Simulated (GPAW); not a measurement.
Ge:

```
Ge
1.0
     0.00000    2.82875    2.82875
     2.82875    0.00000    2.82875
     2.82875    2.82875    0.00000
Ge
2
Direct
  0.00000 0.00000 0.00000
  0.25000 0.25000 0.25000
```

Program: GPAW 26.7.0. Alike in all runs: task band structure; no spin polarisation; cell as given; k mesh 10 × 10 × 10; cutoff (eV) 600; smearing fermi-dirac 0.05 eV.

Q: Order these runs on this cell by their pressure, lowest first.
A. level r2SCAN; potentials or basis GPAW PAW data sets (gpaw-data 1.2.1), pw; band points 60
B. level PBE; potentials or basis GPAW PAW data sets (gpaw-data 1.2.1), pw; band points 100
C. level LDA; potentials or basis the program's PAW data sets (release 1.2.1) made for this functional, pw; band points 60

A: C (-1.0 GPa), A (0.8 GPa), B (3.9 GPa).

Caveats: the PAW data sets were made with another functional, which shifts forces and pressure a little (some runs).
